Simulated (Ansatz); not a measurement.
# PPd12: the cost of one run

Program: Ansatz 0.2.0. Level of theory: DFT PBE, plane waves, PAW, scalar-relativistic, no spin polarisation. These are calculated values, not measurements.

1 further run of the same task is left out (it didn't finish).

**1. The structure to begin with**

The cell holds 13 atoms (PPd12): a = 5.501 Å, b = 5.501 Å, c = 16.492 Å, α = 90.00°, β = 90.00°, γ = 60.00°.

Structure file:

```
Pd P
1.0
     5.50129    0.00000    0.00000
     2.75065    4.76426    0.00000
     0.00000    0.00000   16.49179
Pd P
12 1
Direct
  0.16667 0.16667 0.06064
  0.66667 0.16667 0.06064
  0.16667 0.66667 0.06064
  0.66667 0.66667 0.06064
  0.83333 0.33333 0.19682
  0.33333 0.33333 0.19682
  0.83333 0.83333 0.19682
  0.33333 0.83333 0.19682
  0.00000 0.00000 0.33300
  0.50000 0.00000 0.33300
  0.00000 0.50000 0.33300
  0.50000 0.50000 0.33300
  0.32072 0.82221 0.45427
```

**2. Relaxing end A**

Contents of input.yaml:

```yaml
crystal:
  lattice:
    - [5.501291, 0.0, 0.0]
    - [2.750645, 4.764258, 0.0]
    - [0.0, 0.0, 16.491785]
  atoms:
    - { symbol: Pd, position: [0.1666667, 0.1666667, 0.0606362] }
    - { symbol: Pd, position: [0.6666667, 0.1666667, 0.0606362] }
    - { symbol: Pd, position: [0.1666667, 0.6666667, 0.0606362] }
    - { symbol: Pd, position: [0.6666667, 0.6666667, 0.0606362] }
    - { symbol: Pd, position: [-0.1666667, 0.3333333, 0.1968188] }
    - { symbol: Pd, position: [0.3333333, 0.3333333, 0.1968188] }
    - { symbol: Pd, position: [-0.1666667, 0.8333333, 0.1968188] }
    - { symbol: Pd, position: [0.3333333, 0.8333333, 0.1968188] }
    - { symbol: Pd, position: [0.0, 0.0, 0.3330013] }
    - { symbol: Pd, position: [0.5, 0.0, 0.3330013] }
    - { symbol: Pd, position: [0.0, 0.5, 0.3330013] }
    - { symbol: Pd, position: [0.5, 0.5, 0.3330013] }
    - { symbol: P, position: [0.320717, 0.8222113, 0.4542738] }
basis:
  ecutwfc: 420.0
kpoints:
  mp_grid: { grid: [4, 4, 1] }
hamiltonian:
  xc: pbe
scf:
  occupations: { method: gaussian, width: 0.15 }
  lower_state_search: "off"
relax:
  f_tol: 0.03
  max_steps: 60
  adjacent_minimum: "off"
  constraints: [{ sites: [0, 1, 2, 3] }]
```

Run with:

```bash
ansatz run input.yaml --threads 4 --pin off --max-ram 10240MiB --backend cpu --events-out ev --progress --plain --runs-dir out
```

What time and memory should one allow on 4 threads of Intel Xeon Platinum 8375C at 2.90GHz (Ice Lake), shared host?

About 34 s, with a peak of 1.5 GiB.
